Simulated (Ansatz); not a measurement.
Si2C in Ansatz: convergence with k mesh

Input of the first run (k mesh 3 × 3 × 2); the others differ in this setting and in those tied to it:

input.yaml

```yaml
crystal:
  lattice:
    - [3.37972667, 0.0, 0.0]
    - [-1.68986334, 2.92692916, 0.0]
    - [0.0, 0.0, 4.65332025]
  atoms:
    - { symbol: Si, position: [0.319689, 0.656567, 0.749144] }
    - { symbol: Si, position: [0.338381, 0.679617, 0.238818] }
    - { symbol: C, position: [-0.009854, -0.009981, -0.008274] }
hamiltonian:
  xc: pbe
  pseudopotentials: { kind: paw }
kpoints:
  mp_grid: { grid: [3, 3, 2] }
scf:
  occupations: { method: cold, width: 0.1 }
output:
  forces: true
  stress: true
  eigenvalues: true
```

Potentials or basis: Ansatz PAW.

Run with:

```console
$ ansatz run input.yaml --threads 2 --pin off --max-ram 5632MiB --backend cpu --events-out ev --progress --plain --runs-dir out
```

The cell isn't the ideal one: atoms moved at random, drawn with an rms of 0.05 Å.

The cell was built by a generator and needn't be a form met in nature.

Hardware: 2 threads of Intel(R) Xeon(R) Platinum 8488C (Sapphire Rapids), with other jobs on the host.

The values tried are 3 × 3 × 2, 4 × 4 × 2, 4 × 4 × 3, 5 × 5 × 4, 7 × 7 × 4, 8 × 8 × 5, 10 × 10 × 7, 12 × 12 × 8, 15 × 15 × 10, loosest first. From which on does the pressure stay within 0.1 GPa of the tightest run that finished?

From 8 × 8 × 5 on.

| k mesh | energy less the tightest run, at zero smearing (meV/atom) | pressure (GPa) | largest force (eV/Å) | SCF cycles | CPU time (s) | peak memory (GiB) |
| --- | --- | --- | --- | --- | --- | --- |
| 3 × 3 × 2 | 32.88 | -5.35 | 0.659 | 7 | 0.6 | 0.32 |
| 4 × 4 × 2 | -43.04 | -11.23 | 0.221 | 7 | 0.8 | 0.33 |
| 4 × 4 × 3 | -22.50 | -11.26 | 0.409 | 6 | 0.94 | 0.34 |
| 5 × 5 × 4 | 10.19 | -11.04 | 0.743 | 6 | 1.6 | 0.37 |
| 7 × 7 × 4 | -4.08 | -11.72 | 1.286 | 6 | 2.9 | 0.4 |
| 8 × 8 × 5 | -2.16 | -12.00 | 1.241 | 6 | 4.5 | 0.43 |
| 10 × 10 × 7 | 4.43 | -12.02 | 1.273 | 6 | 9.4 | 0.52 |
| 12 × 12 × 8 | 1.69 | -11.86 | 1.092 | 6 | 16 | 0.68 |
| 15 × 15 × 10 | 0.00 | -11.93 | 1.208 | 6 | 30 | 0.98 |

Not settled before the last step: the energy (to 1 meV/atom), the largest force (to 0.005 eV/Å). Meshes of other sizes hit other points, so gaps and Fermi surfaces needn't settle smoothly. The tightest run that finished is the yardstick and may itself not be fully converged.
